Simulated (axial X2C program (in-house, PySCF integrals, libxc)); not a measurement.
# SeB⁺: properties at the nuclei

Wanted for SeB⁺: properties at the nuclei, at the two-component level.

Computed with an in-house X2C program for linear molecules on PySCF integrals. Level: two-component X2C with atomic mean-field terms, Se dyall-cv3z, B dyall-v3z.

All values are calculated.

## 1. Set-up

File task.json:

```json
{"zs": [34, 5], "q": 1, "bas": ["dyall-cv3z", "dyall-v3z"], "r0": 1.85, "levels": ["PBE0", "HF", "BHandHLYP", "B3LYP", "LDA"], "nst": 3}
```

Keys: zs atomic numbers; q charge; bas basis sets; r0 starting distance in Å; levels methods (HF also brings MP2); nst determinants followed.

Run with:

```
$ python soeom.py task.json out
```

After this run come: Expectation values, lowest determinant; Expectation values, a higher determinant; Expectation values, a higher determinant.

**Question.** What will these runs give? Wanted: lowest determinant; Eeff magnitude; Ws magnitude Se; A∥/gI Se; qzz Se; higher determinant (for each run or level that gives them).

**Answer**, as computed:

| quantity | value |
| --- | --- |
| lowest determinant | Ω = 2 (excess of +ω over −ω: ω = 1/2, ω = 3/2) |
| Eeff magnitude (GV/cm), PBE0 | 0.721 |
| Ws magnitude Se (kHz), PBE0 | 0.141 |
| A∥/gI Se (MHz), PBE0 | 351 |
| qzz Se (a.u.), PBE0 | -0.54 |
| higher determinant | Ω = 1 (excess of +ω over −ω: ω = -1/2, ω = 3/2) |
| Eeff magnitude (GV/cm), PBE0, higher determinant | 0.175 |
| Ws magnitude Se (kHz), PBE0, higher determinant | 0.0896 |
| A∥/gI Se (MHz), PBE0, higher determinant | 458 |
| qzz Se (a.u.), PBE0, higher determinant | -0.36 |
| higher determinant | Ω = 1 (excess of +ω over −ω: 2 × ω = 1/2) |
| Eeff magnitude (GV/cm), PBE0, higher determinant | 0.574 |
| Ws magnitude Se (kHz), PBE0, higher determinant | 0.26 |
| A∥/gI Se (MHz), PBE0, higher determinant | 1180 |
| qzz Se (a.u.), PBE0, higher determinant | -0.70 |

In words: In the first state, the effective field runs from 0.579 to 0.988 GV/cm over the mean-field levels. The expectation values come from single determinants, which for open shells can mix terms of unlike spin or miss the lowest Ω, so a determinant need not be a state. Eeff is the effective electric field on the electron dipole moment in this Ω state and Ws the scalar–pseudoscalar constant (defined with the proton number Z and per Ω); A∥ is the parallel hyperfine constant, which follows by multiplying with the nuclear g factor gI = μI/(I μN); qzz is the electric field gradient, eQq0 = 234.96 MHz × Q/barn × qzz. The operators were transformed with the bare-nucleus X2C matrices.
